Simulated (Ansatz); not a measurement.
**CH7ClGeO2Si: a ladder of functionals and wavefunction methods**

Aim: compute CH7ClGeO2Si with functionals from several rungs and with coupled cluster, and see how far each lands from CCSD(T) at the basis-set limit for the atomisation energy.

Computed with Ansatz 0.2.0, Gaussian basis. Level: functionals in def2-TZVPP, the program's frozen cores in correlated methods.

Plan: PBE-D4, r2SCAN-D4, PBE0-D4, B3LYP-D4, ωB97X-V, ωB97M-V, B2PLYP; CCSD(T)/def2-TZVPP; MP2/def2-QZVPP; extrapolation to the limit.

## 1. Structure used throughout

All runs share one geometry, relaxed beforehand with PBE0-D4 in a triple-zeta def2 set.

SMILES `C[O][Ge]([OH])([SiH3])[Cl]`, 13 atoms, charge 0, spin multiplicity 1.

Atoms are counted from 1 here; the program's logs count them from 0.

Bond lengths: C1–O2 1.412 Å, C1–H7 1.097 Å, C1–H8 1.095 Å, C1–H9 1.092 Å, O2–Ge3 1.767 Å, Ge3–O4 1.758 Å, Ge3–Si5 2.382 Å, Ge3–Cl6 2.172 Å, O4–H10 0.962 Å, Si5–H11 1.482 Å, Si5–H12 1.483 Å, Si5–H13 1.484 Å. Angles: O2–C1–H7 112.0°, O2–C1–H8 111.8°, O2–C1–H9 107.6°, H7–C1–H8 108.5°, H7–C1–H9 108.2°, H8–C1–H9 108.7°, C1–O2–Ge3 121.1°, O2–Ge3–O4 104.6°, O2–Ge3–Si5 116.7°, O2–Ge3–Cl6 105.9°, O4–Ge3–Si5 110.4°, O4–Ge3–Cl6 109.6°, Si5–Ge3–Cl6 109.4°, Ge3–O4–H10 112.2°, Ge3–Si5–H11 108.3°, Ge3–Si5–H12 109.1°, Ge3–Si5–H13 107.5°, H11–Si5–H12 111.0° and more.

Coordinates:

```xyz
13
charge 0, multiplicity 1
C     0.5751    1.4700    1.4788
O     0.7885    1.2019    0.1094
Ge   -0.2969    0.1384   -0.7933
O     0.1186    0.4094   -2.4802
Si   -0.1936   -2.1845   -0.2775
Cl   -2.3043    0.8738   -0.4088
H     0.6635    0.5656    2.0933
H    -0.4083    1.9172    1.6570
H     1.3432    2.1761    1.7997
H     0.2498    1.3420   -2.6763
H    -1.2191   -2.8865   -1.0847
H     1.1656   -2.6903   -0.5874
H    -0.4822   -2.3331    1.1702
```

## 2. PBE-D4 (GGA)

The input, in.yaml:

```yaml
crystal:
  periodic: [false, false, false]
  atoms:
    - {symbol: C, position_ang: [0.575123, 1.470001, 1.478752]}
    - {symbol: O, position_ang: [0.788502, 1.201921, 0.109392]}
    - {symbol: Ge, position_ang: [-0.296877, 0.138388, -0.793280]}
    - {symbol: O, position_ang: [0.118568, 0.409446, -2.480229]}
    - {symbol: Si, position_ang: [-0.193557, -2.184534, -0.277528]}
    - {symbol: Cl, position_ang: [-2.304259, 0.873761, -0.408793]}
    - {symbol: H, position_ang: [0.663528, 0.565611, 2.093324]}
    - {symbol: H, position_ang: [-0.408297, 1.917159, 1.656999]}
    - {symbol: H, position_ang: [1.343211, 2.176111, 1.799675]}
    - {symbol: H, position_ang: [0.249810, 1.341960, -2.676338]}
    - {symbol: H, position_ang: [-1.219105, -2.886454, -1.084689]}
    - {symbol: H, position_ang: [1.165559, -2.690279, -0.587445]}
    - {symbol: H, position_ang: [-0.482196, -2.333081, 1.170160]}
basis:
  gaussian: {orbitals: def2-TZVPP}
hamiltonian: {xc: pbe, dispersion: d4}
output: {forces: true, orbitals: {seedname: orbitals}}
```

Started as:

```sh
$ ansatz run in.yaml --threads 2 --pin off --events-out ev --progress --plain --max-ram 32768MiB --backend cuda --devices 0, --max-vram 18GiB
```

After this run come: r2SCAN-D4 (meta-GGA); PBE0-D4 (hybrid); B3LYP-D4 (hybrid); ωB97X-V (range-separated); ωB97M-V (range-separated); B2PLYP (double hybrid); CCSD(T) in def2-TZVPP; MP2 in def2-QZVPP.

**Question.** What will the summary of the whole plan be? Wanted: atomisation energy, CCSD(T)/CBS; farthest; mean size of error, hybrid; mean size of error, range-separated; gap, smallest and largest; T1 diagnostic; triples share of the correlation energy.

As calculated:

| quantity | value |
| --- | --- |
| atomisation energy, CCSD(T)/CBS | 1062.2 kcal/mol |
| functionals within 10.6 kcal/mol (1.0 %) | PBE-D4, r2SCAN-D4, ωB97X-V, ωB97M-V |
| farthest | B2PLYP (-19.9 kcal/mol) |
| mean size of error, hybrid | 11.7 kcal/mol |
| mean size of error, range-separated | 3.2 kcal/mol |
| gap, smallest and largest | 5.28 eV (PBE-D4), 12.09 eV (ωB97X-V) |
| T1 diagnostic | 0.0121 |
| triples share of the correlation energy | 3.7 % |

What this shows: PBE-D4 misses by +6.6 kcal/mol. Double hybrids carry the basis error of their MP2 part in triple zeta, and no dispersion term here, so their miss is partly the set-up's. The reference freezes the cores and leaves out relativity and excitations past (T), and its outer-core shells are covered unevenly, so misses under about 10.6 kcal/mol can't be ranked. Hartree-Fock recovers 71 % of the binding; the rest is correlation. Orbital gaps span 5.3 to 12.1 eV; exact exchange widens them. Correlated methods include outer-core shells of Ge, which these sets cover unevenly.
